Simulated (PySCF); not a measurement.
# CH₃BF₂O: runs on many settings

Aim: see how CH₃BF₂O (`OCB(F)F`) answers to the choice of functional, basis, grid and SCF options.

Programs: PySCF 2.14.0, with density-fitted response routines of our own. Each step states its level of theory. These are calculated values for one molecule, in the gas phase or a continuum, unless marked as measured. Atoms are numbered from 0 throughout.

**1. The starting structure**

8 atoms, charge 0, multiplicity 1; geometry from: GFN2-xTB.

Bonds of the start (Å): O0–C1 1.42, C1–B2 1.58, B2–F3 1.31, B2–F4 1.32, O0–H5 0.96, C1–H6 1.10, C1–H7 1.10.

**2. Nuclear shieldings: PBE0/pcSseg-1**

Job settings and geometry (Å):

```
{"job": {"kind": "nmr", "xc": "PBE0", "basis": "pcSseg-1"}, "charge": 0, "multiplicity": 1}
O     -1.361997     0.793973     0.078183
C     -0.520857    -0.296891    -0.259152
B      1.020319    -0.080573     0.022958
F      1.946469    -0.929340    -0.363113
F      1.469204     0.945353     0.716655
H     -0.979569     1.283069     0.814478
H     -0.858237    -1.198179     0.283191
H     -0.706276    -0.507998    -1.317765
```

With the program's defaults for keys left out, this is: GIAO PBE0/pcSseg-1 NMR shielding, non-relativistic, gas phase.

The run is started by

```sh
$ OMP_NUM_THREADS=1 python probes_run.py task.json out
```

One launch serves the whole session: the jobs run in the order shown.

Output:

```text
coarse grid: 7296 points
cycle   1  E = -339.2493089510  dE =  5.555e-01  |g| = 8.100e-01  |ddm| = 2.349e+00
cycle   2  E = -339.1468830876  dE =  1.024e-01  |g| = 1.154e+00  |ddm| = 9.987e-01
cycle   3  E = -339.3571758519  dE = -2.103e-01  |g| = 5.301e-02  |ddm| = 6.024e-01
cycle   4  E = -339.3576427094  dE = -4.669e-04  |g| = 2.590e-02  |ddm| = 4.620e-02
cycle   5  E = -339.3577896556  dE = -1.469e-04  |g| = 4.447e-03  |ddm| = 1.726e-02
cycle   6  E = -339.3577924833  dE = -2.828e-06  |g| = 1.766e-03  |ddm| = 2.630e-03
final grid: 72952 points
cycle   7  E = -339.4050482726  dE = -4.425e-05  |g| = 8.830e-03  |ddm| = 1.487e-02
cycle   8  E = -339.4050363868  dE =  1.189e-05  |g| = 1.216e-02  |ddm| = 1.017e-02
cycle   9  E = -339.4050613972  dE = -2.501e-05  |g| = 7.014e-04  |ddm| = 6.097e-03
cycle  10  E = -339.4050614827  dE = -8.557e-08  |g| = 1.774e-04  |ddm| = 5.190e-04
cycle  11  E = -339.4050614882  dE = -5.420e-09  |g| = 5.062e-05  |ddm| = 1.057e-04
cycle  12  E = -339.4050614885  dE = -3.865e-10  |g| = 1.494e-05  |ddm| = 3.143e-05
converged SCF energy = -339.4050614885

GIAO shielding tensors (ppm)
atom      isotropic    diamagn.    paramagn.     s11        s22        s33       span
  0 O      345.781     387.216     -41.435    305.743    316.868    414.732    108.989
  1 C      134.624     249.102    -114.478    105.202    115.537    183.135     77.933
  2 B       71.475     193.346    -121.871     43.963     83.669     86.792     42.829
  3 F      249.417     467.187    -217.771     77.506    289.979    380.765    303.260
  4 F      244.815     469.021    -224.207     53.511    288.421    392.511    339.000
  5 H       31.439      32.229      -0.790     21.589     29.617     43.110     21.520
  6 H       27.567      29.149      -1.582     22.832     27.029     32.839     10.007
  7 H       27.676      29.084      -1.408     23.733     26.849     32.447      8.714
```

It took 5.5 s on 1 thread of Arm Neoverse V1, shared host.

The references, computed at this level on geometries of the same kind, shield at (ppm): 1H TMS 31.72, 13C TMS 186.9, 19F CFCl3 170.9, 17O H2O 336.1, 11B BF3·OEt2 100.1. Their shielding less the atom's gives the shift. The references are single molecules in the gas phase, so shifts against H2O, NH3, PH3, H3PO4 or CFCl3 are not on the usual liquid scales and can be off by tens of ppm. Atoms listed in one row are averaged.

```csv
atoms,environment,σ (ppm),δ (ppm),δ scaled to CDCl3
C1,sp3 CH2 bonded to B and O,134.6,52.3,49.1
"H6, H7",hydrogen on an sp3 CH2 bonded to B and O,27.62,4.10,3.97
H5,hydrogen on an alcohol oxygen,31.44,0.28,–
O0,alcohol oxygen,345.8,-9.7,–
B2,"boron bonded to C, 2 F",71.5,28.6,–
"F3, F4",fluorine bonded to B,247.1,-76.2,–
```

The scaled column applies a straight-line fit of computed shieldings to shifts measured in CDCl3, and one for carbons that bear F (root-mean-square error 0.16 ppm for H, 1.9 ppm for C).

Charges from the same density, by scheme (e):

```csv
atoms,Mulliken,IAO,Hirshfeld,ESP fit
O0,-0.46,-0.54,-0.24,-0.57
C1,-0.19,-0.25,-0.07,-0.09
B2,0.71,0.73,0.33,0.66
"F3, F4",-0.28,-0.31,-0.14,-0.29
```

Mayer bond orders: O0–C1 0.94, C1–B2 0.99, B2–F3 1.13, B2–F4 1.12.

**3. Excited states and response: PBE0/def2-SVPD**

Same as in step 2 but for these lines:

```diff
@@ -1,2 +1,2 @@
-{"job": {"kind": "nmr", "xc": "PBE0", "basis": "pcSseg-1"}, "charge": 0, "multiplicity": 1}
+{"job": {"kind": "uv", "xc": "PBE0", "basis": "def2-SVPD", "nstates": 6, "ntriplets": 2}, "charge": 0, "multiplicity": 1}
 O     -1.361997     0.793973     0.078183
```

Method: TDDFT PBE0/def2-SVPD, vertical, gas phase, core orbitals frozen in the response.

Output:

```text
coarse grid: 7296 points
cycle   1  E = -339.0499633934  dE =  5.195e-01  |g| = 7.501e-01  |ddm| = 3.525e+00
cycle   2  E = -338.9311692182  dE =  1.188e-01  |g| = 1.122e+00  |ddm| = 1.427e+00
cycle   3  E = -339.1504096523  dE = -2.192e-01  |g| = 6.074e-02  |ddm| = 8.087e-01
cycle   4  E = -339.1509666749  dE = -5.570e-04  |g| = 3.251e-02  |ddm| = 7.352e-02
cycle   5  E = -339.1511559248  dE = -1.892e-04  |g| = 6.367e-03  |ddm| = 2.743e-02
cycle   6  E = -339.1511618907  dE = -5.966e-06  |g| = 2.224e-03  |ddm| = 6.807e-03
final grid: 72952 points
cycle   7  E = -339.1993263626  dE = -3.744e-05  |g| = 7.714e-03  |ddm| = 5.041e-02
cycle   8  E = -339.1993133886  dE =  1.297e-05  |g| = 1.145e-02  |ddm| = 1.340e-02
cycle   9  E = -339.1993372264  dE = -2.384e-05  |g| = 5.310e-04  |ddm| = 7.870e-03
cycle  10  E = -339.1993372819  dE = -5.554e-08  |g| = 1.581e-04  |ddm| = 5.999e-04
cycle  11  E = -339.1993372866  dE = -4.677e-09  |g| = 3.841e-05  |ddm| = 1.519e-04
cycle  12  E = -339.1993372868  dE = -2.393e-10  |g| = 1.509e-05  |ddm| = 4.542e-05
converged SCF energy = -339.1993372868

Static polarisability (au): isotropic 31.905, principal 27.375 33.352 34.988

Singlet excitations
state   eV       nm        f      main configurations
  1   6.8218    181.7   0.01649   H->L 0.98
  2   7.0237    176.5   0.00239   H->L+1 0.89, H->L+2 0.09
  3   7.8998    156.9   0.02615   H->L+2 0.88, H->L+1 0.09
  4   8.0943    153.2   0.01867   H-1->L 0.96
  5   8.4904    146.0   0.00292   H-1->L+1 0.92
  6   8.7015    142.5   0.01179   H->L+3 0.94

Triplet excitations (Tamm-Dancoff, eV): 6.3404 6.7295
```

Run time: 7.4 s. Hardware: 1 thread of Arm Neoverse V1, shared host; peak memory 0.57 GiB.

Frontier orbitals and where they lie:

```csv
orbital,eV,atoms
HOMO−3,-12.48,"F3 50 %, C1 13 %, F4 12 %"
HOMO−2,-12.00,"F4 36 %, O0 29 %, C1 19 %"
HOMO−1,-9.72,"O0 44 %, C1 23 %, B2 10 %"
HOMO,-8.31,"O0 65 %, C1 15 %, H6 8 %"
LUMO,-0.11,"B2 43 %, F4 16 %, C1 16 %"
LUMO+1,0.12,"B2 50 %, C1 12 %, O0 10 %"
LUMO+2,0.97,"O0 29 %, B2 16 %, H5 14 %"
```

With each of the 6 states as a Gaussian band of 0.4 eV half-width at 1/e, the curve within the window shown has maxima at 181 nm (ε 740), 155 nm (ε 1,800) L/(mol cm). Beyond the last state computed it falls off for lack of states. The curve at chosen wavelengths:

```tsv
nm	ε (L/mol/cm)
138	300
140	465
143	677
145	794
148	1041
150	1285
153	1647
155	1756
158	1603
160	1331
162	1009
165	594
167	423
170	346
172	390
175	532
177	634
179	711
182	744
184	706
187	581
189	475
192	317
194	228
197	127
199	82
```

Further results of this job:

```csv
property,computed
dipole moment (D),0.71
polarisability (Å³),4.73
HOMO–LUMO gap (eV),8.19
−ε(HOMO) (eV),8.31
```

**4. Ultraviolet spectrum: WP04/def2-SVPD**

Same as in step 3 but for these lines:

```diff
@@ -1,2 +1,2 @@
-{"job": {"kind": "uv", "xc": "PBE0", "basis": "def2-SVPD", "nstates": 6, "ntriplets": 2}, "charge": 0, "multiplicity": 1}
+{"job": {"kind": "uv", "xc": "WP04", "basis": "def2-SVPD", "nstates": 12, "ntriplets": 5, "tda": false, "scf": {"aux": "def2-qzvpp-jkfit"}}, "charge": 0, "multiplicity": 1}
 O     -1.361997     0.793973     0.078183
```

Method: TDDFT WP04/def2-SVPD, vertical, gas phase, core orbitals frozen in the response.

Output:

```text
final grid: 72952 points
cycle   1  E = -345.7889422420  dE =  5.730e-01  |g| = 1.214e+00  |ddm| = 3.967e+00
cycle   2  E = -345.2917138353  dE =  4.972e-01  |g| = 2.064e+00  |ddm| = 2.310e+00
cycle   3  E = -346.0390053278  dE = -7.473e-01  |g| = 1.327e-01  |ddm| = 1.497e+00
cycle   4  E = -346.0417910961  dE = -2.786e-03  |g| = 7.616e-02  |ddm| = 1.915e-01
cycle   5  E = -346.0428845144  dE = -1.093e-03  |g| = 1.466e-02  |ddm| = 6.886e-02
cycle   6  E = -346.0429211396  dE = -3.663e-05  |g| = 4.654e-03  |ddm| = 1.710e-02
cycle   7  E = -346.0429257908  dE = -4.651e-06  |g| = 5.684e-04  |ddm| = 4.994e-03
cycle   8  E = -346.0429258472  dE = -5.644e-08  |g| = 1.977e-04  |ddm| = 8.641e-04
cycle   9  E = -346.0429258530  dE = -5.773e-09  |g| = 9.073e-05  |ddm| = 2.413e-04
cycle  10  E = -346.0429258543  dE = -1.294e-09  |g| = 1.384e-05  |ddm| = 7.415e-05
cycle  11  E = -346.0429258543  dE = -3.911e-11  |g| = 2.977e-06  |ddm| = 2.254e-05
converged SCF energy = -346.0429258543

Static polarisability (au): isotropic 30.026, principal 25.533 31.451 33.094

Singlet excitations
state   eV       nm        f      main configurations
  1   6.5652    188.9   0.01370   H->L 1.00
  2   7.5577    164.1   0.00082   H->L+1 0.97
  3   7.9649    155.7   0.01422   H-1->L 0.99
  4   8.3658    148.2   0.02433   H->L+2 0.97
  5   9.0684    136.7   0.00193   H-1->L+1 0.98
  6   9.2283    134.4   0.01007   H->L+3 0.96
  7   9.6537    128.4   0.03965   H->L+4 0.96
  8   9.8564    125.8   0.04887   H-1->L+2 0.97
  9   9.9340    124.8   0.00686   H-2->L 0.91
 10  10.1639    122.0   0.01079   H->L+5 0.90
 11  10.3248    120.1   0.00917   H-3->L 0.80, H-4->L 0.12
 12  10.7290    115.6   0.04114   H-1->L+3 0.97

Triplet excitations (Tamm-Dancoff, eV): 6.2243 7.2564 7.4370 8.0931 8.7304
```

It took 11 s on 1 thread of Arm Neoverse V1, shared host; peak memory 0.57 GiB.

Key values: HOMO -9.42 eV, LUMO -2.25 eV; lowest singlet 6.57 eV.

**5. Excited states and response: HSE06/def2-SVPD**

Same as in step 4 but for these lines:

```diff
@@ -1,2 +1,2 @@
-{"job": {"kind": "uv", "xc": "WP04", "basis": "def2-SVPD", "nstates": 12, "ntriplets": 5, "tda": false, "scf": {"aux": "def2-qzvpp-jkfit"}}, "charge": 0, "multiplicity": 1}
+{"job": {"kind": "uv", "xc": "HSE06", "basis": "def2-SVPD", "nstates": 6, "ntriplets": 5, "tda": false}, "charge": 0, "multiplicity": 1}
 O     -1.361997     0.793973     0.078183
```

Method: TDDFT HSE06/def2-SVPD, vertical, gas phase, core orbitals frozen in the response.

Output:

```text
coarse grid: 7296 points
cycle   1  E = -339.0789803223  dE =  5.134e-01  |g| = 7.568e-01  |ddm| = 3.554e+00
cycle   2  E = -338.9231710215  dE =  1.558e-01  |g| = 1.204e+00  |ddm| = 1.489e+00
cycle   3  E = -339.1802942945  dE = -2.571e-01  |g| = 7.394e-02  |ddm| = 8.809e-01
cycle   4  E = -339.1811410820  dE = -8.468e-04  |g| = 3.898e-02  |ddm| = 8.730e-02
cycle   5  E = -339.1814094876  dE = -2.684e-04  |g| = 7.279e-03  |ddm| = 3.221e-02
cycle   6  E = -339.1814176098  dE = -8.122e-06  |g| = 2.629e-03  |ddm| = 8.198e-03
final grid: 72952 points
cycle   7  E = -339.2297253189  dE = -4.187e-05  |g| = 5.614e-03  |ddm| = 5.594e-02
cycle   8  E = -339.2297201727  dE =  5.146e-06  |g| = 8.096e-03  |ddm| = 9.369e-03
cycle   9  E = -339.2297304024  dE = -1.023e-05  |g| = 3.927e-04  |ddm| = 5.590e-03
cycle  10  E = -339.2297304279  dE = -2.553e-08  |g| = 1.529e-04  |ddm| = 5.675e-04
cycle  11  E = -339.2297304314  dE = -3.539e-09  |g| = 6.914e-05  |ddm| = 1.637e-04
cycle  12  E = -339.2297304323  dE = -8.409e-10  |g| = 6.821e-06  |ddm| = 5.654e-05
converged SCF energy = -339.2297304323

Static polarisability (au): isotropic 31.983, principal 27.460 33.425 35.063

Singlet excitations
state   eV       nm        f      main configurations
  1   6.7929    182.5   0.01639   H->L 0.98
  2   7.0100    176.9   0.00206   H->L+1 0.91
  3   7.8743    157.5   0.02595   H->L+2 0.90
  4   8.0728    153.6   0.01842   H-1->L 0.97
  5   8.4759    146.3   0.00289   H-1->L+1 0.94
  6   8.6873    142.7   0.01242   H->L+3 0.95

Triplet excitations (Tamm-Dancoff, eV): 6.3186 6.7185 7.4602 7.5790 8.1681
```

Wall time 13 s (1 thread of Arm Neoverse V1, shared host); peak memory 0.57 GiB.

This run: HOMO -7.90 eV, LUMO -0.50 eV; lowest singlet 6.79 eV.

**6. Spin-spin couplings: BHandHLYP/def2-SVPD in dichloromethane**

Same as in step 5 but for these lines:

```diff
@@ -1,2 +1,2 @@
-{"job": {"kind": "uv", "xc": "HSE06", "basis": "def2-SVPD", "nstates": 6, "ntriplets": 5, "tda": false}, "charge": 0, "multiplicity": 1}
+{"job": {"kind": "j", "xc": "BHandHLYP", "basis": "def2-SVPD", "solvent": "dichloromethane"}, "charge": 0, "multiplicity": 1}
 O     -1.361997     0.793973     0.078183
```

Level: BHandHLYP/def2-SVPD indirect spin-spin coupling, non-relativistic, IEF-PCM dichloromethane.

Output:

```text
coarse grid: 7296 points
cycle   1  E = -339.2785136294  dE =  5.411e-01  |g| = 7.379e-01  |ddm| = 3.454e+00
cycle   2  E = -339.2680221068  dE =  1.049e-02  |g| = 8.092e-01  |ddm| = 1.240e+00
cycle   3  E = -339.3776352743  dE = -1.096e-01  |g| = 4.170e-02  |ddm| = 5.853e-01
cycle   4  E = -339.3779549617  dE = -3.197e-04  |g| = 1.807e-02  |ddm| = 6.345e-02
cycle   5  E = -339.3780099919  dE = -5.503e-05  |g| = 6.386e-03  |ddm| = 1.911e-02
cycle   6  E = -339.3780169579  dE = -6.966e-06  |g| = 8.221e-04  |ddm| = 5.681e-03
final grid: 72952 points
cycle   7  E = -339.4109870015  dE = -2.183e-05  |g| = 1.965e-03  |ddm| = 3.457e-02
cycle   8  E = -339.4109873885  dE = -3.871e-07  |g| = 1.480e-03  |ddm| = 4.260e-03
cycle   9  E = -339.4109878133  dE = -4.248e-07  |g| = 2.672e-04  |ddm| = 1.463e-03
cycle  10  E = -339.4109878238  dE = -1.052e-08  |g| = 1.303e-04  |ddm| = 2.962e-04
cycle  11  E = -339.4109878273  dE = -3.494e-09  |g| = 1.146e-05  |ddm| = 1.206e-04
cycle  12  E = -339.4109878274  dE = -3.831e-11  |g| = 4.634e-06  |ddm| = 1.776e-05
converged SCF energy = -339.4109878274

Indirect spin-spin couplings (Hz)
  i      j    bonds     total        FC       PSO       DSO        SD
  0 O    1 C    1      3.649     7.498    -2.061    -0.103    -1.686
  0 O    2 B    2     -0.578    -0.810     0.201    -0.016     0.047
  0 O    3 F    3      1.832     0.753     1.438     0.178    -0.537
  0 O    4 F    3      0.380    -0.581     0.893     0.018     0.050
  0 O    5 H    1   -111.014  -101.026    -9.682    -0.368     0.061
  0 O    6 H    2     -6.831    -6.399    -0.771     0.157     0.182
  0 O    7 H    2     -9.538    -8.733    -1.031     0.113     0.112
  1 C    2 B    1    171.880   172.389    -1.291     0.383     0.400
  1 C    3 F    2     83.120    87.573    -4.649    -0.036     0.232
  1 C    4 F    2     65.292    69.145    -4.572    -0.050     0.769
  1 C    5 H    2     -4.908    -5.074     0.705    -0.558     0.019
  1 C    6 H    1    178.305   177.266     0.335     0.905    -0.201
  1 C    7 H    1    188.721   187.713     0.258     0.902    -0.152
  2 B    3 F    1    -15.856    23.796   -39.839     1.029    -0.843
  2 B    4 F    1    -19.508    20.544   -40.390     1.066    -0.728
  2 B    5 H    3      4.165     4.186    -0.379     0.365    -0.006
  2 B    6 H    2     -6.522    -6.798    -0.077     0.208     0.144
  2 B    7 H    2     -9.360    -9.534    -0.088     0.145     0.117
  3 F    4 F    2    240.634   420.838  -182.458    -0.899     3.152
  3 F    5 H    4     -2.034    -0.743     0.097    -1.218    -0.168
  3 F    6 H    3      4.015     4.276    -0.067    -0.403     0.209
  3 F    7 H    3      1.537     2.283    -0.518    -0.284     0.057
  4 F    5 H    4     -1.463    -0.150    -2.686     1.721    -0.348
  4 F    6 H    3      7.069     7.023     0.883    -1.223     0.386
  4 F    7 H    3     11.875    12.421     0.772    -1.527     0.208
  5 H    6 H    3     -1.223    -0.506     1.631    -2.273    -0.075
  5 H    7 H    3      7.803     8.832     3.234    -4.283     0.021
  6 H    7 H    2    -21.811   -21.845     1.525    -1.890     0.399
```

Wall time 13 s (1 thread of Arm Neoverse V1, shared host); peak memory 0.58 GiB.

The basis is not made for couplings: without tight functions at the nuclei these values are rough.

Couplings of 1 Hz or more, nine at most for each number of bonds, with means over like pairs (isotopes 11B, 13C, 19F, 1H, 17O):

```csv
pair,bonds,J (Hz),Fermi contact (Hz),dihedral (°)
C1–H6,1,183.5,182.5,–
C1–B2,1,171.9,172.4,–
O0–H5,1,-111.0,-101.0,–
B2–F3,1,-17.7,22.2,–
O0–C1,1,3.6,7.5,–
F3–F4,2,240.6,420.8,–
C1–F3,2,74.2,78.4,–
H6–H7,2,-21.8,-21.8,–
O0–H6,2,-8.2,-7.6,–
B2–H6,2,-7.9,-8.2,–
C1–H5,2,-4.9,-5.1,–
F3–H6,3,6.1,6.5,–
B2–H5,3,4.2,4.2,-30
H5–H6,3,3.3,4.2,–
O0–F3,3,1.1,0.1,–
F3–H5,4,-1.7,-0.4,–
```

Quadrupole couplings from the field gradients of the same density:

```csv
atom,isotope,eQq/h (MHz),η
O0,17O,10.8,0.91
B2,11B,3.571,0.71
```

Joined with the shifts from before (PBE0/pcSseg-1, scaled to CDCl3 for protons on carbon, raw for the others), the couplings predict the line list below for 300 MHz. Couplings to quadrupolar nuclei are left out.

1H NMR δ 3.97 (m, 2H), 0.28 (br s, 1H).

**7. Comparing the runs: electronic excitations**

Excitations and ground-state properties, with basis size and wall time:

```csv
run,lowest singlet (eV),brightest (eV),f,gap (eV),α (Å³),μ (D),functions,time
PBE0/def2-SVPD,6.82,7.90,0.026,8.19,4.73,0.71,133,7.4 s
WP04/def2-SVPD,6.57,9.86,0.049,7.17,4.45,0.74,133,11 s
HSE06/def2-SVPD,6.79,7.87,0.026,7.40,4.74,0.71,133,13 s
```

**8. What came out**

| quantity | value |
| --- | --- |
| 13C shifts against TMS (PBE0/pcSseg-1) | 52.3 ppm |
| 1H shifts against TMS (PBE0/pcSseg-1, means over atoms taken as alike) | 4.10, 0.28 ppm |
| 17O shifts against H2O (PBE0/pcSseg-1) | -9.7 ppm |
| 11B shifts against BF3·OEt2 (PBE0/pcSseg-1) | 28.6 ppm |
| 19F shifts against CFCl3 (PBE0/pcSseg-1, means over atoms taken as alike) | -76.2 ppm |
| lowest singlet (PBE0/def2-SVPD) | 6.82 eV (182 nm), f = 0.016 |
| brightest single state of those computed | state 3, 7.90 eV, f = 0.026 |
| lowest triplet | 6.34 eV |
| largest coupling of the table (BHandHLYP/def2-SVPD) | 2J(F,F) F3–F4, 240.6 Hz |
| range of the lowest singlet | 6.57 to 6.82 eV |

Single values in the summary come from the first run of each kind that ended normally (PBE0/pcSseg-1; PBE0/def2-SVPD; BHandHLYP/def2-SVPD), which need not be the best level. The most deshielded hydrogen is H6, H7 (mean) (hydrogen on an sp3 CH2 bonded to B and O), at 4.10 ppm: its carbon carries O, an electronegative neighbour. At PBE0/pcSseg-1: Shielding is most anisotropic at F3, F4 (span 321 ppm, paramagnetic term -221 ppm). The first singlet state (HOMO→LUMO 0.98) lies at 6.82 eV and is weak; of the 6 states computed, the strongest absorption comes from state 3 at 7.90 eV. The lowest triplet lies 0.48 eV below the lowest singlet (triplets in Tamm-Dancoff, singlets in full TDDFT). In the run at BHandHLYP/def2-SVPD, the largest coupling of the table is F3–F4, 240.6 Hz, of which the Fermi-contact term gives 420.8 Hz. Density functionals describe couplings to fluorine poorly, F–F couplings above all, so those rows are rough. The lowest singlet runs from 6.57 eV (WP04/def2-SVPD) to 6.82 eV (PBE0/def2-SVPD), while the orbital gap spans 7.17 to 8.19 eV: the excitation energy moves far less from run to run than the orbital gap does. The lowest state need not be the same one in every run. The runs solved for a few states only, so the brightest column depends on that window. Couplings from bases without tight functions are rough.
